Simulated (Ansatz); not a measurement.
# How MgO converges under other mixers and occupations

Which SCF settings change the result for MgO, and which only the effort? The default run comes first. System: MgO, its experimental structure (space group Fm-3m); the cell holds 2 atoms. Source: COD entry 9006463; the sample's temperature and pressure aren't taken into account.

The COD cell was measured well above room temperature, so it is larger than a cold one.

Method: DFT PBE, PAW, plane waves, scalar-relativistic, in Ansatz 0.2.0.

### Step 1. Starting point

The structure is cubic, space group Fm-3m (No. 225). The conventional cell has a = 4.274 Å, b = 4.274 Å, c = 4.274 Å, α = 90.00°, β = 90.00°, γ = 90.00°. Around Mg (site symmetry m-3m) lie 6 O at 2.14 Å. Around O (site symmetry m-3m) lie 6 Mg at 2.14 Å.

Coordinates:

```
CELL_PARAMETERS angstrom
0.00000 2.13680 2.13680
2.13680 0.00000 2.13680
2.13680 2.13680 0.00000
ATOMIC_POSITIONS crystal
Mg 0.00000 0.00000 0.00000
O 0.50000 0.50000 0.50000
```

Labels such as O2 number the atoms in the order of the input file.

After the default run come: direct minimisation with cold smearing; cutoff 350 eV; Broyden, β 0.7, history 16, no preconditioner; MSR1 mixing, preconditioner Kerker; linear mixing, β 0.05, no preconditioner; Broyden, β 0.3, preconditioner LDOS; one k-point (Gamma), no switch to direct minimisation; Fermi–Dirac width 0.003 eV, no switch to direct minimisation; tetrahedron occupations.

The search for lower states is off throughout, and inputs that name a mixer don't switch to direct minimisation unless they say so. Spin polarisation is off.

### Step 2. Default SCF settings

Input file input.yaml:

```yaml
crystal:
  lattice:
    - [0.0, 2.1368, 2.1368]
    - [2.1368, 0.0, 2.1368]
    - [2.1368, 2.1368, 0.0]
  atoms:
    - { symbol: Mg, position: [0.0, 0.0, 0.0] }
    - { symbol: O, position: [0.5, 0.5, 0.5] }
hamiltonian:
  xc: pbe
  pseudopotentials: { kind: paw }
basis:
  ecutwfc: 420
kpoints:
  mp_grid: { grid: [9, 9, 9] }
scf:
  occupations: { method: fermi_dirac, width: 0.1 }
  lower_state_search: "off"
output:
  forces: true
  stress: true
  write_density: true
  write_potential: true
  elf: true
  volumetric_format: npy
```

On the command line:

```bash
$ ansatz run input.yaml --threads 2 --pin off --max-ram 5120MiB --backend cpu --events-out ev --progress --plain --runs-dir out
```

The runs that follow: Direct minimisation with cold smearing; Cutoff 350 eV; Broyden, β 0.7, history 16, no preconditioner; MSR1 mixing, preconditioner Kerker; Linear mixing, β 0.05, no preconditioner; Broyden, β 0.3, preconditioner LDOS; One k-point (Gamma), no switch to direct minimisation; Fermi–Dirac width 0.003 eV, no switch to direct minimisation; Tetrahedron occupations.

Q: What does this run give, and which of the planned changes alter effort or result? Wanted: largest shift of the free energy by occupations, cutoff, mesh or field.

**Answer**, as computed:

| quantity | value |
| --- | --- |
| default run | 6 iterations, with a gap of 4.33 eV on the k-mesh |
| fewest iterations to that state among the runs shown | 5 (Broyden, β 0.7, history 16, no preconditioner) |
| most iterations to it | 39 (linear mixing, β 0.05, no preconditioner) |
| runs that end in another state, among changes of path alone | 0 |
| largest shift of the free energy by occupations, cutoff, mesh or field | +5272 meV/atom (one k-point (Gamma), no switch to direct minimisation) |

In words: 5 runs solve the same problem and reach the default's state, in 5 to 39 iterations: there the settings change the path, not the answer. Occupations, cutoff, mesh and fields change the problem that is solved, not just the path; the largest shift here is that of “one k-point (Gamma), no switch to direct minimisation”. Other settings tried on this cell gave no result: Broyden, β 2.0, history 8 (input refused). Counts include iterations that the program adds to test a close, so a difference of one or two ranks nothing. The starting density is a sum of atomic densities corrected by a trained network, so it is already close to self-consistency.

The gaps are Kohn-Sham values of a semilocal functional, not quasiparticle or optical gaps. Such gaps usually fall short of the measured ones.
